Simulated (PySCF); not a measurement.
# CH4BrFGe: core binding energies at several levels of theory, part 2 of 2

PySCF 2.14.0. Atoms count from 0.

### Step 6. X-ray photoelectron lines: HF, X2C

What the job is given:

```
{"job": {"kind": "xps", "xc": "HF"}, "charge": 0, "multiplicity": 1}
F     -1.716256    -1.037633     0.298429
C     -0.986220    -0.072694    -0.354956
Ge     0.836621    -0.052568     0.381903
Br     1.923388     1.678649    -0.702132
H     -0.955211    -0.293361    -1.434957
H     -1.458085     0.913987    -0.216252
H      1.597393    -1.350070     0.075069
H      0.834863     0.260108     1.884515
```

With the program's defaults for keys left out, this is: delta-SCF UKS HF, pcX-2 on the ionised atom, pcseg-1 elsewhere, spin-free X2C.

Standard output:

```text
ground state, core basis on atom 0 (F), 133 functions
  cycle   1  E = -4828.91850965  |g| = 5.67e-01
  cycle   2  E = -4828.98133589  |g| = 3.40e-01
  cycle   3  E = -4829.00158952  |g| = 4.62e-02
  cycle   4  E = -4829.00226701  |g| = 1.61e-02
  cycle   5  E = -4829.00234380  |g| = 2.97e-03
  cycle   6  E = -4829.00234895  |g| = 8.88e-04
  cycle   7  E = -4829.00234949  |g| = 2.57e-04
  E(ground) = -4829.00234949 Eh
hole in F 1s of atom 0
  cycle   1  E = -4802.67976498  |g| = 2.56e+00
  cycle   2  E = -4803.34964217  |g| = 1.17e+00
  cycle   3  E = -4803.57470044  |g| = 8.37e-02
  cycle   4  E = -4803.57663460  |g| = 1.83e-02
  cycle   5  E = -4803.57687541  |g| = 8.36e-03
  cycle   6  E = -4803.57692903  |g| = 2.55e-03
  cycle   7  E = -4803.57693556  |g| = 8.30e-04
  cycle   8  E = -4803.57693653  |g| = 3.09e-04
  E(ion) = -4803.57693653 Eh   <S^2> = 0.7618   hole on atom = 1.000   binding energy = 691.861 eV
ground state, core basis on atom 1 (C), 133 functions
  cycle   1  E = -4828.95380515  |g| = 5.61e-02
  cycle   2  E = -4828.95414056  |g| = 3.26e-02
  cycle   3  E = -4828.95430328  |g| = 3.29e-03
  cycle   4  E = -4828.95430665  |g| = 6.18e-04
  cycle   5  E = -4828.95430690  |g| = 1.52e-04
  E(ground) = -4828.95430690 Eh
hole in C 1s of atom 1
  cycle   1  E = -4817.62302712  |g| = 1.48e+00
  cycle   2  E = -4817.95424432  |g| = 8.40e-01
  cycle   3  E = -4818.17611565  |g| = 1.48e-01
  cycle   4  E = -4818.18390069  |g| = 4.81e-02
  cycle   5  E = -4818.18501054  |g| = 1.85e-02
  cycle   6  E = -4818.18563864  |g| = 1.13e-02
  cycle   7  E = -4818.18603203  |g| = 4.84e-03
  cycle   8  E = -4818.18614138  |g| = 3.09e-03
  cycle   9  E = -4818.18638174  |g| = 7.05e-03
  cycle  10  E = -4818.18615059  |g| = 3.45e-03
  cycle  11  E = -4818.18611207  |g| = 2.67e-03
  cycle  12  E = -4818.18611890  |g| = 9.87e-04
  cycle  13  E = -4818.18611334  |g| = 3.11e-03
  cycle  14  E = -4818.18611445  |g| = 1.77e-03
  cycle  15  E = -4818.18611534  |g| = 1.49e-04
  E(ion) = -4818.18611534 Eh   <S^2> = 0.8003   hole on atom = 1.000   binding energy = 293.017 eV
```

Wall time 12 s (1 thread of Arm Neoverse V1, shared host); peak memory 0.46 GiB.

The holes in one table. −ε is the ground-state orbital energy:

```csv
hole,stands for,environment,ΔSCF (eV),−ε (eV),⟨S²⟩
F1s on F0,F0,fluorine on an sp3 carbon,691.86,716.3,0.762
C1s on C1,C1,sp3 CH2 bonded to F and Ge,293.02,308.3,0.800
```

### Step 7. Core holes by ΔSCF: SCAN, X2C

Settings changed since step 6:

```diff
@@ -1,2 +1,2 @@
-{"job": {"kind": "xps", "xc": "HF"}, "charge": 0, "multiplicity": 1}
+{"job": {"kind": "xps", "basis": "pcX-1"}, "charge": 0, "multiplicity": 1}
 F     -1.716256    -1.037633     0.298429
```

Method: delta-SCF UKS SCAN, pcX-1 on the ionised atom, pcseg-1 elsewhere, spin-free X2C.

Standard output:

```text
ground state, core basis on atom 0 (F), 112 functions
  cycle   1  E = -4832.94881110  |g| = 5.50e-01
  cycle   2  E = -4832.86439158  |g| = 9.15e-01
  cycle   3  E = -4832.99795962  |g| = 8.24e-02
  cycle   4  E = -4832.99900325  |g| = 3.32e-02
  cycle   5  E = -4832.99929397  |g| = 8.78e-03
  cycle   6  E = -4832.99931528  |g| = 1.68e-03
  cycle   7  E = -4832.99932031  |g| = 4.17e-04
  E(ground) = -4833.27673148 Eh
hole in F 1s of atom 0
  cycle   1  E = -4806.65660022  |g| = 2.57e+00
  cycle   2  E = -4804.79276657  |g| = 2.54e+00
  cycle   3  E = -4806.61579546  |g| = 1.14e+00
  cycle   4  E = -4807.50603455  |g| = 2.77e-01
  cycle   5  E = -4807.52644337  |g| = 1.12e-01
  cycle   6  E = -4807.53156304  |g| = 1.96e-02
  cycle   7  E = -4807.53179046  |g| = 5.47e-03
  cycle   8  E = -4807.53180839  |g| = 2.43e-03
  cycle   9  E = -4807.53181325  |g| = 6.11e-04
  cycle  10  E = -4807.53181301  |g| = 1.12e-04
  E(ion) = -4807.81358937 Eh   <S^2> = 0.7568   hole on atom = 1.000   binding energy = 692.887 eV
ground state, core basis on atom 1 (C), 112 functions
  cycle   1  E = -4833.00224347  |g| = 4.56e-02
  cycle   2  E = -4833.00184826  |g| = 6.07e-02
  cycle   3  E = -4833.00260388  |g| = 5.24e-03
  cycle   4  E = -4833.00261097  |g| = 3.32e-03
  cycle   5  E = -4833.00261620  |g| = 7.51e-04
  cycle   6  E = -4833.00261379  |g| = 1.20e-04
  E(ground) = -4833.27762409 Eh
hole in C 1s of atom 1
  cycle   1  E = -4821.66908175  |g| = 1.50e+00
  cycle   2  E = -4818.14468075  |g| = 2.63e+00
  cycle   3  E = -4821.52558144  |g| = 1.19e+00
  cycle   4  E = -4822.14294773  |g| = 4.79e-01
  cycle   5  E = -4822.21264506  |g| = 2.27e-01
  cycle   6  E = -4822.23176839  |g| = 6.81e-02
  cycle   7  E = -4822.23475233  |g| = 1.31e-02
  cycle   8  E = -4822.23487568  |g| = 4.30e-03
  cycle   9  E = -4822.23489122  |g| = 1.71e-03
  cycle  10  E = -4822.23489720  |g| = 5.78e-04
  cycle  11  E = -4822.23489609  |g| = 2.31e-04
  E(ion) = -4822.50955253 Eh   <S^2> = 0.7733   hole on atom = 1.000   binding energy = 293.014 eV
```

It took 7.8 s on 1 thread of Arm Neoverse V1, shared host; peak memory 0.34 GiB.

Binding energies by hole, beside the orbital energy of the ground state; the difference holds orbital relaxation and, for a density functional, its self-interaction error:

```csv
hole,stands for,environment,ΔSCF (eV),−ε (eV),⟨S²⟩
F1s on F0,F0,fluorine on an sp3 carbon,692.89,666.3,0.757
C1s on C1,C1,sp3 CH2 bonded to F and Ge,293.01,276.0,0.773
```

### Step 8. X-ray photoelectron lines: SCAN, X2C

Settings changed since step 7:

```diff
@@ -1,2 +1,2 @@
-{"job": {"kind": "xps", "basis": "pcX-1"}, "charge": 0, "multiplicity": 1}
+{"job": {"kind": "xps", "basis": "def2-TZVP"}, "charge": 0, "multiplicity": 1}
 F     -1.716256    -1.037633     0.298429
```

Method: delta-SCF UKS SCAN, def2-TZVP on the ionised atom, pcseg-1 elsewhere, spin-free X2C.

Standard output:

```text
ground state, core basis on atom 0 (F), 119 functions
  cycle   1  E = -4833.01141151  |g| = 5.37e-01
  cycle   2  E = -4832.91414857  |g| = 9.48e-01
  cycle   3  E = -4833.06110202  |g| = 8.52e-02
  cycle   4  E = -4833.06222703  |g| = 3.41e-02
  cycle   5  E = -4833.06255103  |g| = 8.77e-03
  cycle   6  E = -4833.06257715  |g| = 1.39e-03
  cycle   7  E = -4833.06257795  |g| = 4.74e-04
  E(ground) = -4833.34007891 Eh
hole in F 1s of atom 0
  cycle   1  E = -4806.70402428  |g| = 2.46e+00
  cycle   2  E = -4804.85813332  |g| = 2.33e+00
  cycle   3  E = -4806.56392896  |g| = 1.20e+00
  cycle   4  E = -4807.54634445  |g| = 2.75e-01
  cycle   5  E = -4807.56464790  |g| = 1.20e-01
  cycle   6  E = -4807.57061465  |g| = 2.30e-02
  cycle   7  E = -4807.57087928  |g| = 1.00e-02
  cycle   8  E = -4807.57095304  |g| = 3.12e-03
  cycle   9  E = -4807.57096366  |g| = 4.68e-04
  E(ion) = -4807.85327636 Eh   <S^2> = 0.7565   hole on atom = 1.000   binding energy = 693.531 eV
ground state, core basis on atom 1 (C), 119 functions
  cycle   1  E = -4833.02638026  |g| = 7.13e-02
  cycle   2  E = -4833.02474116  |g| = 1.23e-01
  cycle   3  E = -4833.02714347  |g| = 6.27e-03
  cycle   4  E = -4833.02715061  |g| = 2.31e-03
  cycle   5  E = -4833.02715140  |g| = 5.74e-04
  cycle   6  E = -4833.02715066  |g| = 9.64e-05
  E(ground) = -4833.30248020 Eh
hole in C 1s of atom 1
  cycle   1  E = -4821.69222151  |g| = 1.46e+00
  cycle   2  E = -4818.26168511  |g| = 2.45e+00
  cycle   3  E = -4821.42091379  |g| = 1.28e+00
  cycle   4  E = -4822.12938947  |g| = 5.07e-01
  cycle   5  E = -4822.22149594  |g| = 2.35e-01
  cycle   6  E = -4822.24078435  |g| = 6.89e-02
  cycle   7  E = -4822.24386766  |g| = 1.68e-02
  cycle   8  E = -4822.24405765  |g| = 4.87e-03
  cycle   9  E = -4822.24408274  |g| = 1.83e-03
  cycle  10  E = -4822.24408726  |g| = 6.53e-04
  cycle  11  E = -4822.24408689  |g| = 2.11e-04
  E(ion) = -4822.51883181 Eh   <S^2> = 0.7720   hole on atom = 1.000   binding energy = 293.438 eV
```

Wall time 8.6 s (1 thread of Arm Neoverse V1, shared host); peak memory 0.36 GiB.

Binding energies by hole, beside the orbital energy of the ground state; the difference holds orbital relaxation and, for a density functional, its self-interaction error:

```csv
hole,stands for,environment,ΔSCF (eV),−ε (eV),⟨S²⟩
F1s on F0,F0,fluorine on an sp3 carbon,693.53,666.9,0.757
C1s on C1,C1,sp3 CH2 bonded to F and Ge,293.44,276.1,0.772
```

### Step 9. X-ray photoelectron lines: SCAN, non-relativistic

Settings changed since step 8:

```diff
@@ -1,2 +1,2 @@
-{"job": {"kind": "xps", "basis": "def2-TZVP"}, "charge": 0, "multiplicity": 1}
+{"job": {"kind": "xps", "x2c": false}, "charge": 0, "multiplicity": 1}
 F     -1.716256    -1.037633     0.298429
```

Level: delta-SCF UKS SCAN, pcX-2 on the ionised atom, pcseg-1 elsewhere, non-relativistic.

Standard output:

```text
ground state, core basis on atom 0 (F), 133 functions
  cycle   1  E = -4790.88954844  |g| = 5.52e-01
  cycle   2  E = -4790.79137988  |g| = 9.67e-01
  cycle   3  E = -4790.93906524  |g| = 9.41e-02
  cycle   4  E = -4790.94022552  |g| = 4.08e-02
  cycle   5  E = -4790.94065438  |g| = 9.68e-03
  cycle   6  E = -4790.94068892  |g| = 1.40e-03
  cycle   7  E = -4790.94069083  |g| = 4.12e-04
  E(ground) = -4791.21488896 Eh
hole in F 1s of atom 0
  cycle   1  E = -4764.60739618  |g| = 2.57e+00
  cycle   2  E = -4762.73491521  |g| = 2.58e+00
  cycle   3  E = -4764.61735465  |g| = 1.13e+00
  cycle   4  E = -4765.47179318  |g| = 2.85e-01
  cycle   5  E = -4765.49397181  |g| = 1.09e-01
  cycle   6  E = -4765.49892495  |g| = 1.97e-02
  cycle   7  E = -4765.49914872  |g| = 4.72e-03
  cycle   8  E = -4765.49916455  |g| = 1.20e-03
  cycle   9  E = -4765.49916696  |g| = 7.98e-04
  cycle  10  E = -4765.49916465  |g| = 1.35e-04
  E(ion) = -4765.77811451 Eh   <S^2> = 0.7572   hole on atom = 1.000   binding energy = 692.170 eV
ground state, core basis on atom 1 (C), 133 functions
  cycle   1  E = -4790.90352235  |g| = 7.53e-02
  cycle   2  E = -4790.90215169  |g| = 1.13e-01
  cycle   3  E = -4790.90414927  |g| = 1.25e-02
  cycle   4  E = -4790.90417216  |g| = 5.15e-03
  cycle   5  E = -4790.90417283  |g| = 8.19e-04
  cycle   6  E = -4790.90417619  |g| = 1.04e-04
  E(ground) = -4791.17557569 Eh
hole in C 1s of atom 1
  cycle   1  E = -4779.57218014  |g| = 1.50e+00
  cycle   2  E = -4776.07212539  |g| = 2.65e+00
  cycle   3  E = -4779.53223238  |g| = 1.11e+00
  cycle   4  E = -4780.05112233  |g| = 4.85e-01
  cycle   5  E = -4780.12223732  |g| = 2.11e-01
  cycle   6  E = -4780.13756586  |g| = 6.53e-02
  cycle   7  E = -4780.14022110  |g| = 1.51e-02
  cycle   8  E = -4780.14037986  |g| = 4.68e-03
  cycle   9  E = -4780.14039304  |g| = 1.72e-03
  cycle  10  E = -4780.14039797  |g| = 6.51e-04
  cycle  11  E = -4780.14039838  |g| = 2.45e-04
  E(ion) = -4780.41164555 Eh   <S^2> = 0.7729   hole on atom = 1.000   binding energy = 292.901 eV
```

Run time: 9.3 s. Hardware: 1 thread of Arm Neoverse V1, shared host; peak memory 0.39 GiB.

The holes in one table. −ε is the ground-state orbital energy:

```csv
hole,stands for,environment,ΔSCF (eV),−ε (eV),⟨S²⟩
F1s on F0,F0,fluorine on an sp3 carbon,692.17,666.2,0.757
C1s on C1,C1,sp3 CH2 bonded to F and Ge,292.90,276.0,0.773
```

### Step 10. Results

This closing draws on all 2 parts.

| quantity | value |
| --- | --- |
| F1s binding energies, SCAN/pcX-2 | F0 692.81 eV |
| C1s binding energies, SCAN/pcX-2 | C1 293.01 eV |
| F1s binding energies, B3LYP/pcX-2 | F0 692.48 eV |
| C1s binding energies, B3LYP/pcX-2 | C1 293.02 eV |
| F1s binding energies, PBE0/pcX-2 | F0 691.91 eV |
| C1s binding energies, PBE0/pcX-2 | C1 292.50 eV |
| F1s binding energies, PBE/pcX-2 | F0 691.67 eV |
| C1s binding energies, PBE/pcX-2 | C1 292.01 eV |
| F1s binding energies, HF/pcX-2 | F0 691.86 eV |
| C1s binding energies, HF/pcX-2 | C1 293.02 eV |
| F1s binding energies, SCAN/pcX-1 | F0 692.89 eV |
| C1s binding energies, SCAN/pcX-1 | C1 293.01 eV |
| F1s binding energies, SCAN/def2-TZVP | F0 693.53 eV |
| C1s binding energies, SCAN/def2-TZVP | C1 293.44 eV |
| F1s binding energies, SCAN/pcX-2, non-relativistic | F0 692.17 eV |
| C1s binding energies, SCAN/pcX-2, non-relativistic | C1 292.90 eV |

**Reading.** Single values in the summary come from the first sound run of each kind (SCAN/pcX-2), which need not be the best level.
